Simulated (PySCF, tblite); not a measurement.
# CH₁₂OSi₄: geometry, infrared bands and NMR shifts

Aim: predict the infrared bands and NMR shifts of CH₁₂OSi₄ (`CO[SiH2][SiH2][SiH2][SiH3]`).

Programs: tblite 0.8.0 and PySCF 2.14.0, with density-fitted response routines of our own. Each step states its level of theory. These are calculated values for one molecule in the gas phase, unless marked as measured. Atoms are numbered from 0 throughout.

### 1 Starting geometry

18 atoms, charge 0, multiplicity 1; geometry from: force field or distance geometry start.

Bonds of the start (Å): C0–O1 1.39, O1–Si2 1.73, Si2–Si3 2.19, Si3–Si4 2.21, Si4–Si5 2.23, C0–H6 1.11, C0–H7 1.10, C0–H8 1.11, Si2–H9 1.48, Si2–H10 1.49, Si3–H11 1.50, Si3–H12 1.47, Si4–H13 1.49, Si4–H14 1.47, Si5–H15 1.48, Si5–H16 1.45, Si5–H17 1.47.

### 2 Relaxing the molecule with GFN2-xTB

What the job is given:

```
{"job": {"kind": "relax", "xc": "GFN2-xTB", "basis": "xTB"}, "charge": 0, "multiplicity": 1}
C     -2.698700     1.220100     0.165800
O     -1.641000     0.477900     0.673900
Si    -1.402100    -0.774300    -0.488800
Si     0.476400    -1.881000    -0.244300
Si     2.221800    -0.626900     0.258400
Si     2.308600     1.271700    -0.911400
H     -3.620200     0.624600     0.320200
H     -2.766100     2.234400     0.596000
H     -2.535600     1.327300    -0.931000
H     -1.522700    -0.087000    -1.794900
H     -2.559400    -1.698200    -0.342900
H      0.330300    -2.941300     0.800000
H      0.747300    -2.608400    -1.487600
H      3.444800    -1.386400    -0.112000
H      2.204200    -0.328200     1.701700
H      3.673100     1.830800    -0.805000
H      1.978300     1.103900    -2.317900
H      1.352200     2.247500    -0.356600
```

The run is started by

```console
$ OMP_NUM_THREADS=1 python probes_run.py task.json out
```

One launch serves the whole session: the jobs run in the order shown.

**Question.** This job is followed by: GFN2-xTB harmonic vibrations, gas phase; GIAO PBE0/pcSseg-1 NMR shielding, non-relativistic, gas phase. What will the session give for the following? strongest single infrared mode (GFN2-xTB); zero-point energy (GFN2-xTB); 13C shifts against TMS (PBE0/pcSseg-1); 1H shifts against TMS (PBE0/pcSseg-1, means over atoms taken as alike); 17O shifts against H2O (PBE0/pcSseg-1); 29Si shifts against TMS (PBE0/pcSseg-1).

**Answer**, as computed:

| quantity | value |
| --- | --- |
| strongest single infrared mode (GFN2-xTB) | 576 cm⁻¹, 860 km/mol |
| zero-point energy (GFN2-xTB) | 71.4 kcal/mol |
| 13C shifts against TMS (PBE0/pcSseg-1) | 56.1 ppm |
| 1H shifts against TMS (PBE0/pcSseg-1, means over atoms taken as alike) | 5.24, 3.64, 3.52, 3.49, 3.48 ppm |
| 17O shifts against H2O (PBE0/pcSseg-1) | -1.7 ppm |
| 29Si shifts against TMS (PBE0/pcSseg-1) | -17.6, -114.3, -121.7, -127.1 ppm |

What this shows: Over 204 steps the energy fell by 1.002 eV; of the close pairs, Si3–Si4 changed most, 2.207 to 2.328 Å. All 48 modes are real, so the xTB geometry is a minimum. The strongest single mode, at 576 cm⁻¹, is spread over several atoms, H13, H11, H14, H12 among them. GFN2-xTB is a fitted tight-binding method: band positions and strengths are rough. Its intensities can rank the bands wrongly. At PBE0/pcSseg-1: The largest span, 175 ppm, is at Si2, where the paramagnetic term is -515 ppm.
